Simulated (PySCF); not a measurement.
# A gas-phase reaction: H4HfO4 + FH → FH3HfO3 + H2O

Aim: the reaction energy of `[OH][Hf]([OH])([OH])[OH]` + `F` → `[OH][Hf]([OH])([OH])[F]` + `O`.

Programs: PySCF 2.14.0. All values are calculated, for the isolated system unless a continuum is named. Atoms count from 0, parts from 1.

## (1) The system as given

Each species was relaxed by itself at PBE0-D3(BJ)/def2-SVPD.

## (2) Energies of the species: wB97M-D3(BJ)/def2-TZVPD

Job settings and geometry (Å):

```
{"job": {"kind": "react", "xc": "wB97M-D3(BJ)", "basis": "def2-TZVPD"}, "charge": 0, "multiplicity": 1}
-1 H4HfO4 charge 0 multiplicity 1
O     -0.966950     0.698950    -1.526920
Hf    -0.001200    -0.001260    -0.001650
O      1.327670    -1.273550    -0.604480
O     -1.237650    -0.879320     1.202040
O      0.874900     1.452250     0.928800
H     -1.439650     1.040880    -2.278280
H      1.985780    -1.894460    -0.898030
H     -1.847780    -1.309760     1.791300
H      1.304850     2.166280     1.387230

-1 FH charge 0 multiplicity 1
F      0.459170     0.028020    -0.007750
H     -0.459170    -0.028020     0.007750

+1 FH3HfO3 charge 0 multiplicity 1
O     -0.858960     1.231750    -1.073420
Hf     0.322580     0.163160     0.012390
O     -0.354430     0.033310     1.813680
O      0.536200    -1.592030    -0.754600
F      2.056120     1.022550     0.059940
H     -1.513040     1.683220    -1.597800
H     -0.754820    -0.075740     2.670520
H      0.566290    -2.466230    -1.130660

+1 H2O charge 0 multiplicity 1
O      0.003980     0.389330    -0.006110
H     -0.764850    -0.186830     0.004310
H      0.760870    -0.202460     0.001770
```

Level: wB97M-D3(BJ)/def2-TZVPD reaction energy of separated species, gas phase.

Started as:

```console
OMP_NUM_THREADS=1 python cluster_run.py task.json out
```

One launch serves the whole session: the jobs run in the order shown.

Log:

```text
species 1 (H4HfO4)
coarse grid: 39448 points
cycle   1  E = -351.3823593451  dE = -2.207e+01  |g| = 1.470e+00  |ddm| = 1.952e+01
cycle   2  E = -351.2831069251  dE =  9.925e-02  |g| = 1.699e+00  |ddm| = 1.341e+00
cycle   3  E = -351.7574503206  dE = -4.743e-01  |g| = 1.117e-01  |ddm| = 7.044e-01
cycle   4  E = -351.7600196619  dE = -2.569e-03  |g| = 3.838e-02  |ddm| = 1.026e-01
cycle   5  E = -351.7603600657  dE = -3.404e-04  |g| = 4.560e-03  |ddm| = 3.728e-02
cycle   6  E = -351.7603683370  dE = -8.271e-06  |g| = 8.973e-04  |ddm| = 7.649e-03
final grid: 81696 points
cycle   7  E = -351.7603672766  dE = -6.098e-07  |g| = 6.700e-04  |ddm| = 6.478e-03
cycle   8  E = -351.7603672850  dE = -8.379e-09  |g| = 7.959e-04  |ddm| = 1.018e-03
cycle   9  E = -351.7603673907  dE = -1.057e-07  |g| = 7.161e-05  |ddm| = 3.772e-04
cycle  10  E = -351.7603673923  dE = -1.656e-09  |g| = 3.323e-05  |ddm| = 1.065e-04
cycle  11  E = -351.7603673927  dE = -3.972e-10  |g| = 7.377e-06  |ddm| = 4.536e-05
converged SCF energy = -351.7603673927

species 2 (FH)
coarse grid: 7776 points
cycle   1  E = -100.4688188317  dE = -9.407e-02  |g| = 4.644e-01  |ddm| = 6.197e-01
cycle   2  E = -100.4725002566  dE = -3.681e-03  |g| = 5.038e-01  |ddm| = 3.808e-01
cycle   3  E = -100.5053131561  dE = -3.281e-02  |g| = 2.574e-02  |ddm| = 1.678e-01
cycle   4  E = -100.5053891332  dE = -7.598e-05  |g| = 5.006e-03  |ddm| = 1.077e-02
cycle   5  E = -100.5053937741  dE = -4.641e-06  |g| = 4.334e-04  |ddm| = 3.766e-03
final grid: 16976 points
cycle   6  E = -100.5053934392  dE = -6.405e-08  |g| = 1.056e-04  |ddm| = 8.216e-04
cycle   7  E = -100.5053934427  dE = -3.449e-09  |g| = 8.020e-05  |ddm| = 2.176e-04
cycle   8  E = -100.5053934435  dE = -8.421e-10  |g| = 2.070e-05  |ddm| = 3.732e-05
converged SCF energy = -100.5053934435

species 3 (FH3HfO3)
coarse grid: 37096 points
cycle   1  E = -375.4836708169  dE = -2.206e+01  |g| = 1.391e+00  |ddm| = 2.012e+01
cycle   2  E = -375.3775440483  dE =  1.061e-01  |g| = 1.655e+00  |ddm| = 1.276e+00
cycle   3  E = -375.8099665872  dE = -4.324e-01  |g| = 1.050e-01  |ddm| = 6.913e-01
cycle   4  E = -375.8123249720  dE = -2.358e-03  |g| = 3.512e-02  |ddm| = 9.625e-02
cycle   5  E = -375.8125988051  dE = -2.738e-04  |g| = 7.553e-03  |ddm| = 3.418e-02
cycle   6  E = -375.8126078607  dE = -9.056e-06  |g| = 5.294e-03  |ddm| = 7.061e-03
cycle   7  E = -375.8126124997  dE = -4.639e-06  |g| = 5.271e-04  |ddm| = 3.428e-03
final grid: 76720 points
cycle   8  E = -375.8126440340  dE = -8.722e-07  |g| = 4.571e-04  |ddm| = 4.967e-03
cycle   9  E = -375.8126440409  dE = -6.895e-09  |g| = 4.791e-04  |ddm| = 6.440e-04
cycle  10  E = -375.8126440751  dE = -3.424e-08  |g| = 5.897e-05  |ddm| = 2.140e-04
cycle  11  E = -375.8126440761  dE = -9.704e-10  |g| = 2.092e-05  |ddm| = 7.872e-05
converged SCF energy = -375.8126440761

species 4 (H2O)
coarse grid: 10128 points
cycle   1  E = -76.4117500651  dE = -7.453e-02  |g| = 5.872e-01  |ddm| = 8.994e-01
cycle   2  E = -76.4087430750  dE =  3.007e-03  |g| = 6.461e-01  |ddm| = 5.038e-01
cycle   3  E = -76.4759334892  dE = -6.719e-02  |g| = 2.731e-02  |ddm| = 2.374e-01
cycle   4  E = -76.4760586916  dE = -1.252e-04  |g| = 5.497e-03  |ddm| = 1.609e-02
cycle   5  E = -76.4760673684  dE = -8.677e-06  |g| = 8.214e-04  |ddm| = 5.831e-03
final grid: 21952 points
cycle   6  E = -76.4760630025  dE = -1.975e-07  |g| = 5.844e-04  |ddm| = 1.373e-03
cycle   7  E = -76.4760630094  dE = -6.840e-09  |g| = 6.467e-04  |ddm| = 6.469e-04
cycle   8  E = -76.4760630730  dE = -6.365e-08  |g| = 3.199e-05  |ddm| = 2.236e-04
cycle   9  E = -76.4760630739  dE = -8.229e-10  |g| = 4.133e-06  |ddm| = 1.105e-04
converged SCF energy = -76.4760630739

Reaction energy = -14.204 kcal/mol
```

It took 70 s on 1 thread of Arm Neoverse N1, shared host; peak memory 0.82 GiB.

Species by species (with the dispersion term, which the log's SCF energies lack):

| ν | species | energy (Eh) | HOMO (eV) |
| --- | --- | --- | --- |
| -1 | [OH][Hf]([OH])([OH])[OH] | -351.76584 | -11.08 |
| -1 | F | -100.50563 | -14.54 |
| +1 | [OH][Hf]([OH])([OH])[F] | -375.81730 | -11.50 |
| +1 | O | -76.47682 | -11.72 |

## (3) Reaction energy: PBE0-D3(BJ)/def2-TZVPD

The job, as its differences from that of step 2:

```diff
@@ -1,2 +1,2 @@
-{"job": {"kind": "react", "xc": "wB97M-D3(BJ)", "basis": "def2-TZVPD"}, "charge": 0, "multiplicity": 1}
+{"job": {"kind": "react", "xc": "PBE0", "basis": "def2-TZVPD", "disp": "d3bj"}, "charge": 0, "multiplicity": 1}
 -1 H4HfO4 charge 0 multiplicity 1
```

Level: PBE0-D3(BJ)/def2-TZVPD reaction energy of separated species, gas phase.

Log:

```text
species 1 (H4HfO4)
coarse grid: 39448 points
cycle   1  E = -350.9544517015  dE = -2.177e+01  |g| = 1.570e+00  |ddm| = 1.953e+01
cycle   2  E = -350.1843726501  dE =  7.701e-01  |g| = 2.547e+00  |ddm| = 1.895e+00
cycle   3  E = -351.3860518388  dE = -1.202e+00  |g| = 2.297e-01  |ddm| = 1.251e+00
cycle   4  E = -351.3957009578  dE = -9.649e-03  |g| = 8.795e-02  |ddm| = 1.932e-01
cycle   5  E = -351.3977161563  dE = -2.015e-03  |g| = 4.786e-03  |ddm| = 7.140e-02
cycle   6  E = -351.3977209315  dE = -4.775e-06  |g| = 9.369e-04  |ddm| = 5.361e-03
final grid: 81696 points
cycle   7  E = -351.3976728740  dE = -5.662e-08  |g| = 1.628e-03  |ddm| = 3.989e-03
cycle   8  E = -351.3976718711  dE =  1.003e-06  |g| = 2.881e-03  |ddm| = 2.126e-03
cycle   9  E = -351.3976733592  dE = -1.488e-06  |g| = 4.789e-05  |ddm| = 1.296e-03
cycle  10  E = -351.3976733596  dE = -4.471e-10  |g| = 2.462e-05  |ddm| = 5.803e-05
converged SCF energy = -351.3976733596

species 2 (FH)
coarse grid: 1712 points
cycle   1  E = -100.3541053866  dE = -3.604e-02  |g| = 4.957e-01  |ddm| = 6.253e-01
cycle   2  E = -100.3145889470  dE =  3.952e-02  |g| = 7.430e-01  |ddm| = 5.125e-01
cycle   3  E = -100.3938278934  dE = -7.924e-02  |g| = 2.284e-02  |ddm| = 2.892e-01
cycle   4  E = -100.3939034528  dE = -7.556e-05  |g| = 4.205e-03  |ddm| = 9.787e-03
cycle   5  E = -100.3939054364  dE = -1.984e-06  |g| = 3.555e-04  |ddm| = 1.247e-03
final grid: 16976 points
cycle   6  E = -100.3948396179  dE = -1.855e-05  |g| = 3.991e-03  |ddm| = 7.504e-03
cycle   7  E = -100.3948376994  dE =  1.918e-06  |g| = 5.489e-03  |ddm| = 3.348e-03
cycle   8  E = -100.3948417745  dE = -4.075e-06  |g| = 9.938e-05  |ddm| = 2.010e-03
cycle   9  E = -100.3948417758  dE = -1.281e-09  |g| = 1.779e-05  |ddm| = 3.928e-05
cycle  10  E = -100.3948417759  dE = -4.812e-11  |g| = 3.055e-06  |ddm| = 1.026e-05
converged SCF energy = -100.3948417759

species 3 (FH3HfO3)
coarse grid: 37096 points
cycle   1  E = -375.0627874786  dE = -2.178e+01  |g| = 1.462e+00  |ddm| = 2.012e+01
cycle   2  E = -374.4002630700  dE =  6.625e-01  |g| = 2.401e+00  |ddm| = 1.699e+00
cycle   3  E = -375.4213483654  dE = -1.021e+00  |g| = 2.392e-01  |ddm| = 1.127e+00
cycle   4  E = -375.4336409799  dE = -1.229e-02  |g| = 6.582e-02  |ddm| = 1.978e-01
cycle   5  E = -375.4347028517  dE = -1.062e-03  |g| = 9.945e-03  |ddm| = 5.298e-02
cycle   6  E = -375.4347118935  dE = -9.042e-06  |g| = 5.268e-03  |ddm| = 6.519e-03
cycle   7  E = -375.4347164358  dE = -4.542e-06  |g| = 6.452e-04  |ddm| = 2.800e-03
final grid: 76720 points
cycle   8  E = -375.4347013260  dE = -6.170e-07  |g| = 1.074e-03  |ddm| = 3.223e-03
cycle   9  E = -375.4347009364  dE =  3.896e-07  |g| = 1.915e-03  |ddm| = 1.467e-03
cycle  10  E = -375.4347015159  dE = -5.796e-07  |g| = 6.940e-05  |ddm| = 9.031e-04
cycle  11  E = -375.4347015168  dE = -8.383e-10  |g| = 1.603e-05  |ddm| = 5.518e-05
converged SCF energy = -375.4347015168

species 4 (H2O)
coarse grid: 2328 points
cycle   1  E = -76.3044294204  dE = -5.298e-03  |g| = 6.571e-01  |ddm| = 9.011e-01
cycle   2  E = -76.1882097715  dE =  1.162e-01  |g| = 1.036e+00  |ddm| = 7.256e-01
cycle   3  E = -76.3820294912  dE = -1.938e-01  |g| = 3.132e-02  |ddm| = 4.396e-01
cycle   4  E = -76.3822117968  dE = -1.823e-04  |g| = 5.864e-03  |ddm| = 1.606e-02
cycle   5  E = -76.3822169358  dE = -5.139e-06  |g| = 7.850e-04  |ddm| = 2.507e-03
final grid: 21952 points
cycle   6  E = -76.3808944287  dE = -1.510e-05  |g| = 3.447e-03  |ddm| = 9.292e-03
cycle   7  E = -76.3808924645  dE =  1.964e-06  |g| = 4.751e-03  |ddm| = 3.319e-03
cycle   8  E = -76.3808961779  dE = -3.713e-06  |g| = 2.518e-04  |ddm| = 1.964e-03
cycle   9  E = -76.3808961885  dE = -1.061e-08  |g| = 2.397e-05  |ddm| = 1.100e-04
cycle  10  E = -76.3808961886  dE = -1.114e-10  |g| = 3.293e-06  |ddm| = 1.513e-05
converged SCF energy = -76.3808961886

Reaction energy = -14.201 kcal/mol
```

It took 37 s on 1 thread of Arm Neoverse N1, shared host; peak memory 0.72 GiB.

Reaction energy at this level: -14.20 kcal/mol.

## (4) Side by side

Energies in kcal/mol, with wall time:

| run | reaction | time |
| --- | --- | --- |
| wB97M-D3(BJ)/def2-TZVPD | -14.20 | 70 s |
| PBE0-D3(BJ)/def2-TZVPD | -14.20 | 37 s |

## (5) Summary of results

| quantity | value |
| --- | --- |
| reaction energy (wB97M-D3(BJ)/def2-TZVPD) | -14.20 kcal/mol |
| ΔH, ΔG at 298 K (xTB thermal terms) | -13.3, -14.5 kcal/mol |
| range of the reaction energy over the runs of this table | -14.20 to -14.20 kcal/mol |

The reaction is exothermic by 13.3 kcal/mol in the gas phase; dispersion gives +0.20, and xTB itself gave -39.39 for the electronic energy (xTB energies and thermal terms come from the earlier relaxation of each species, not shown). No barrier was sought. xTB and this level differ widely in the electronic energy, so what comes from xTB (the thermal terms above all) is less safe here. The reaction energy runs from -14.20 (wB97M-D3(BJ)/def2-TZVPD) to -14.20 kcal/mol (PBE0-D3(BJ)/def2-TZVPD).
